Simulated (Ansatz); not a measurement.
**GaH5OSSi2: taking an electron away**

An exercise on one series of results from a longer session: the logs are not shown, and one member is left open.

Method: unrestricted cation, the program's frozen cores in correlated methods; program: Ansatz 0.2.0, Gaussian basis.

Levels to be run: UKS PBE-D4/def2-TZVPP; UKS r2SCAN-D4/def2-TZVPP; UKS PBE0-D4/def2-TZVPP; UKS B3LYP-D4/def2-TZVPP; UKS wB97X-V/def2-TZVPP; UKS wB97M-V/def2-TZVPP; UKS B2PLYP/def2-TZVPP; UHF-CCSD(T)/def2-TZVPP; UHF-MP2/def2-QZVPP; extrapolation to the limit; then −ε(HOMO) from the neutral's earlier runs with LDA (SPW92), PBE-D4, revPBE-D4, BLYP-D4, r2SCAN-D4, B97M-V, PBE0-D4, B3LYP-D4, r2SCANh-D4, r2SCAN0-D4, HSE06-D4, BHLYP-D4, CAM-B3LYP-D4, LC-ωPBE, ωB97X-V, ωB97M-V.

## Structure used throughout

An earlier PBE0-D4 in a triple-zeta def2 set relaxation fixed the geometry.

SMILES `[SiH3][Ga]1[O][SiH2][S]1`, 10 atoms, charge 0, spin multiplicity 1.

Atoms are counted from 1 here; the program's logs count them from 0.

Bond lengths: Si1–Ga2 2.386 Å, Si1–H6 1.484 Å, Si1–H7 1.485 Å, Si1–H8 1.485 Å, Ga2–O3 1.836 Å, Ga2–S5 2.219 Å, O3–Si4 1.646 Å, Si4–S5 2.165 Å, Si4–H9 1.485 Å, Si4–H10 1.485 Å. Angles: Ga2–Si1–H6 109.4°, Ga2–Si1–H7 108.9°, Ga2–Si1–H8 108.9°, H6–Si1–H7 109.9°, H6–Si1–H8 109.9°, H7–Si1–H8 109.7°, Si1–Ga2–O3 128.3°, Si1–Ga2–S5 140.5°, O3–Ga2–S5 91.2°, Ga2–O3–Si4 97.1°, O3–Si4–S5 98.6°, O3–Si4–H9 112.9°, O3–Si4–H10 112.9°, S5–Si4–H9 111.3°, S5–Si4–H10 111.4°, H9–Si4–H10 109.4°, Ga2–S5–Si4 73.2°.

Coordinates:

| atom | x (Å) | y (Å) | z (Å) |
| --- | --- | --- | --- |
| Si1 | -2.3306 | -0.8946 | -0.2617 |
| Ga2 | -0.1872 | 0.1420 | -0.1017 |
| O3 | 1.3708 | -0.5635 | 0.5659 |
| Si4 | 2.3184 | 0.7575 | 0.3106 |
| S5 | 0.8271 | 2.0599 | -0.5657 |
| H6 | -3.2990 | 0.0641 | -0.8489 |
| H7 | -2.7749 | -1.2946 | 1.0976 |
| H8 | -2.2205 | -2.0964 | -1.1270 |
| H9 | 2.8642 | 1.3294 | 1.5672 |
| H10 | 3.4318 | 0.4964 | -0.6362 |

The first run:

in.yaml reads:

```yaml
crystal:
  periodic: [false, false, false]
  atoms:
    - {symbol: Si, position_ang: [-2.330595, -0.894650, -0.261703]}
    - {symbol: Ga, position_ang: [-0.187250, 0.141975, -0.101743]}
    - {symbol: O, position_ang: [1.370823, -0.563546, 0.565943]}
    - {symbol: Si, position_ang: [2.318410, 0.757453, 0.310561]}
    - {symbol: S, position_ang: [0.827125, 2.059918, -0.565719]}
    - {symbol: H, position_ang: [-3.299017, 0.064063, -0.848940]}
    - {symbol: H, position_ang: [-2.774878, -1.294562, 1.097578]}
    - {symbol: H, position_ang: [-2.220550, -2.096447, -1.126970]}
    - {symbol: H, position_ang: [2.864165, 1.329374, 1.567219]}
    - {symbol: H, position_ang: [3.431775, 0.496432, -0.636225]}
basis:
  gaussian: {orbitals: def2-TZVPP}
total_charge: 1
magnetization: {spin_polarized: true, initial_magnetization: 1}
hamiltonian: {xc: pbe, dispersion: d4}
```

Launch:

```console
$ ansatz run in.yaml --threads 2 --pin off --events-out ev --progress --plain --max-ram 22528MiB --backend cuda --devices 0, --max-vram 18GiB
```

Steps of the session up to this table: Cation, UKS PBE-D4/def2-TZVPP; Cation, UKS r2SCAN-D4/def2-TZVPP; Cation, UKS PBE0-D4/def2-TZVPP; Cation, UKS B3LYP-D4/def2-TZVPP; Cation, UKS wB97X-V/def2-TZVPP; Cation, UKS wB97M-V/def2-TZVPP; Cation, UKS B2PLYP (frozen core)/def2-TZVPP; Cation, UHF-CCSD(T)/def2-TZVPP; Cation, UHF-MP2/def2-QZVPP.

One table of the session follows, with a row left open; its other results are not shown here.

Orbital estimates, from the neutral's runs:

| functional | −ε(HOMO) (eV) |
| --- | --- |
| LDA (SPW92) | 6.47 |
| PBE-D4 | 6.33 |
| revPBE-D4 | 6.28 |
| BLYP-D4 | ? |
| r2SCAN-D4 | 6.61 |
| B97M-V | 6.72 |
| PBE0-D4 | 7.48 |
| B3LYP-D4 | 7.23 |
| r2SCANh-D4 | 7.03 |
| r2SCAN0-D4 | 7.67 |
| HSE06-D4 | 7.09 |
| BHLYP-D4 | 8.47 |
| CAM-B3LYP-D4 | 8.73 |
| LC-ωPBE | 10.12 |
| ωB97X-V | 9.77 |
| ωB97M-V | 9.61 |

**Question.** Estimate the row for BLYP-D4.

Worked estimate for «−ε(HOMO) (eV)». Against the share of exact exchange, B3LYP-D4 (0.2, 7.23), BHLYP-D4 (0.5, 8.47) give a slope of 4.13 per unit share; at 0 the line stands at 6.40.

As computed: −ε(HOMO) (eV): 6.14. In «−ε(HOMO) (eV)» the line misses by +0.26.

Caveats from the session: The cation may have settled in a state other than its lowest; no search over hole states beyond the program's own was made.
